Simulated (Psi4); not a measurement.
**CHBClN (SMILES N#CBCl) at wB97X-V/6-311+G(d,p)**

Aim: the vertical ionisation energy of CHBClN at wB97X-V/6-311+G**, from 2 runs. 

The results are computed with Psi4 1.11.

3 further runs of the same task are left out: 1 that didn't finish, 2 set aside as unsound or not needed.

### Step 1. The molecule

The species is CHBClN (5 atoms), meant as a singlet with charge 0. As SMILES, `N#CBCl`. Geometry: relaxed at PBE0-D4/def2-TZVP.

Bond lengths: N1–C2 1.152 Å, C2–B3 1.528 Å, B3–Cl4 1.723 Å, B3–H5 1.187 Å. Angles: N1–C2–B3 178.6°, C2–B3–Cl4 119.2°, C2–B3–H5 120.7°, Cl4–B3–H5 120.1°.

### Step 2. A single-point energy at wB97X-V/6-311+G(d,p)

Contents of run.py:

```python
import psi4

psi4.set_memory('1600 MB')
psi4.set_num_threads(1)
psi4.core.set_output_file('chbcln.out', False)

mol = psi4.geometry("""
0 1
N      1.053200    -1.411100     1.218200
C      0.513400    -0.630900     0.564200
B     -0.176600     0.429700    -0.293300
Cl    -1.594500     0.005200    -1.176200
H      0.254400     1.533500    -0.354200
symmetry c1
""")

psi4.set_options({
    'basis': '6-311+G**',
    'puream': True,
    'e_convergence': 1e-09,
    'd_convergence': 1e-08,
    'scf_type': 'pk',
    'dft_radial_points': 99,
    'dft_spherical_points': 590,
})

e = psi4.energy('wb97x-v')
print('E =', round(e, 9))
```

Command:

```
python run.py
```

chbcln.out:

```text
[...]
  Running in c1 symmetry.
[...]
  Nuclear repulsion =  106.510896882930652
[...]
  Multiplicity = 1
[...]
  Nalpha       = 18
  Nbeta        = 18
[...]
    Number of basis functions: 102
[...]
   @RKS iter   1:  -578.38146740875902   -8.78394e-01   4.08577e-03 ADIIS/DIIS
[...]
   @RKS iter  13:  -578.46166295390969   -3.63798e-12   2.03345e-09 DIIS
[...]
    Orbital Energies [Eh]
    ---------------------
    Doubly Occupied:
       1A   -101.578209     2A    -14.443744     3A    -10.313415
       4A     -9.604483     5A     -7.359086     6A     -7.354766
       7A     -7.351450     8A     -6.957471     9A     -1.066790
      10A     -1.012361    11A     -0.745036    12A     -0.600723
      13A     -0.562368    14A     -0.508627    15A     -0.506715
      16A     -0.470246    17A     -0.467846    18A     -0.447514
[...]
  @RKS Final Energy:  -578.46166295390969
   => Energetics <=
    Nuclear Repulsion Energy =            106.5108968829306519
    One-Electron Energy =               -1004.9170641384405371
    Two-Electron Energy =                 352.7760224731229641
    DFT Exchange-Correlation Energy =     -32.9794634652906637
    Empirical Dispersion Energy =           0.0000000000000000
    VV10 Nonlocal Energy =                  0.1479452937678518
    Total Energy =                       -578.4616629539096948
[...]
 Multipole Moments:
 ------------------------------------------------------------------------------------
     Multipole            Electronic (a.u.)      Nuclear  (a.u.)        Total (a.u.)
 ------------------------------------------------------------------------------------
 L = 1.  Multiply by 2.5417464519 to convert [e a0] to [Debye]
 Dipole X            :         -1.7577470            1.3957032           -0.3620438
 Dipole Y            :          0.0220882            0.7599187            0.7820069
 Dipole Z            :         -1.2793948            0.7534152           -0.5259796
 Magnitude           :                                                    1.0095866
[...]
```

On the terminal:

```text
E = -578.461662954
```

Wall time 1.7 min (1 thread of AMD EPYC 7R43 (Zen 3), shared host); peak memory 0.75 GiB.

### Step 3. The doublet cation

Contents of chbcln.xyz:

```xyz
5
CHBClN
N      1.053200    -1.411100     1.218200
C      0.513400    -0.630900     0.564200
B     -0.176600     0.429700    -0.293300
Cl    -1.594500     0.005200    -1.176200
H      0.254400     1.533500    -0.354200
```

Contents of chbcln.py:

```python
import psi4

psi4.set_memory('1600 MB')
psi4.set_num_threads(1)
psi4.core.set_output_file('run.log', False)

with open('chbcln.xyz') as f:
    atoms = ''.join(f.readlines()[2:])
molecule = psi4.geometry('1 2\n' + atoms + 'symmetry c1\nno_reorient\nno_com')

options = {'basis': '6-311+G**', 'reference': 'uks', 'puream': True, 'e_convergence': 1e-09, 'd_convergence': 1e-08, 'scf_type': 'pk', 'dft_radial_points': 99, 'dft_spherical_points': 590, 'maxiter': 200}
psi4.set_options(options)

e = psi4.energy("wb97x-v")
print(f'total energy {e:.8f} hartree = {e * 27.211386:.5f} eV')
for k, v in sorted(psi4.core.scalar_variables().items()):
    print(f'{k:45s} {v:18.10f}')
```

Command:

```
python chbcln.py
```

run.log:

```text
[...]
  Running in c1 symmetry.
[...]
  Nuclear repulsion =  106.510896882930652
[...]
  Multiplicity = 2
[...]
  Nalpha       = 18
  Nbeta        = 17
[...]
    Number of basis functions: 102
[...]
   @UKS iter   1:  -577.86908834177768   -3.66015e-01   4.70526e-03 ADIIS/DIIS
[...]
   @UKS iter  21:  -578.00537602556221   -8.98126e-12   8.40993e-09 DIIS
[...]
   @S^2 Observed:                7.547583045E-01
[...]
    Orbital Energies [Eh]
    ---------------------
    Alpha Occupied:
       1A   -101.941949     2A    -14.658031     3A    -10.526900
       4A     -9.962477     5A     -7.725188     6A     -7.712715
       7A     -7.707127     8A     -7.222832     9A     -1.347852
      10A     -1.270621    11A     -0.998088    12A     -0.890004
      13A     -0.853485    14A     -0.802816    15A     -0.778617
      16A     -0.697680    17A     -0.684458    18A     -0.675363
    Alpha Virtual:
      19A     -0.269839    20A     -0.147345    21A     -0.106673
      22A     -0.089199    23A     -0.071721    24A     -0.071125
      25A     -0.053190    26A     -0.045918    27A     -0.029192
[...]
  @UKS Final Energy:  -578.00537602556221
   => Energetics <=
    Nuclear Repulsion Energy =            106.5108968829306519
    One-Electron Energy =                -994.8605500640160244
    Two-Electron Energy =                 342.9921050284441435
    DFT Exchange-Correlation Energy =     -32.7930047580653508
    Empirical Dispersion Energy =           0.0000000000000000
    VV10 Nonlocal Energy =                  0.1451768851442632
    Total Energy =                       -578.0053760255623274
[...]
 Multipole Moments:
 ------------------------------------------------------------------------------------
     Multipole            Electronic (a.u.)      Nuclear  (a.u.)        Total (a.u.)
 ------------------------------------------------------------------------------------
 L = 1.  Multiply by 2.5417464519 to convert [e a0] to [Debye]
 Dipole X            :         30.8266592          -32.6588138           -1.8321547
 Dipole Y            :         19.4886745          -18.6944936            0.7941808
 Dipole Z            :         17.0821833          -18.7149027           -1.6327194
 Magnitude           :                                                    2.5793966
[...]
```

The script printed:

```text
total energy -578.00537603 hartree = -15728.32740 eV
CURRENT ENERGY                                   -578.0053760256
CURRENT REFERENCE ENERGY                         -578.0053760256
DD SOLVATION ENERGY                                 0.0000000000
DFT FUNCTIONAL TOTAL ENERGY                      -578.0053760256
DFT TOTAL ENERGY                                 -578.0053760256
DFT VV10 ENERGY                                     0.1451768851
DFT XC ENERGY                                     -32.7930047581
GRID ELECTRONS ALPHA                               18.0000000077
GRID ELECTRONS BETA                                16.9999999922
GRID ELECTRONS TOTAL                               35.0000000000
NUCLEAR REPULSION ENERGY                          106.5108968829
ONE-ELECTRON ENERGY                              -994.8605500640
PCM POLARIZATION ENERGY                             0.0000000000
PE ENERGY                                           0.0000000000
SCF ITERATION ENERGY                             -578.0053760256
SCF ITERATIONS                                     21.0000000000
SCF TOTAL ENERGY                                 -578.0053760256
TWO-ELECTRON ENERGY                               342.9921050284
XC GRID RADIAL POINTS                              99.0000000000
XC GRID SPHERICAL POINTS                          590.0000000000
XC GRID TOTAL POINTS                           283379.0000000000
```

It took 2.8 min on 1 thread of AMD EPYC 7R43 (Zen 3), shared host; peak memory 0.76 GiB.

### Step 4. Summary of results

Level: wB97X-V/6-311+G**.

```
                                          quantity          value
                      singlet CHBClN: total energy  -578.46166 Eh
                     singlet CHBClN: dipole moment         2.57 D
                       singlet CHBClN: HOMO energy      -12.18 eV
                       singlet CHBClN: LUMO energy       -1.01 eV
                     singlet CHBClN: HOMO–LUMO gap       11.16 eV
                      doublet cation: total energy  -578.00538 Eh
doublet cation: HOMO energy (highest over α and β)      -18.29 eV
 doublet cation: LUMO energy (lowest over α and β)      -12.66 eV
                              doublet cation: ⟨S²⟩          0.755
vertical ionisation energy (to the doublet cation)      12.416 eV
```

Removing an electron at fixed nuclei costs 12.42 eV (1198 kJ/mol). −ε(HOMO) before ionisation, 12.18 eV, is 0.24 eV below this ionisation energy.
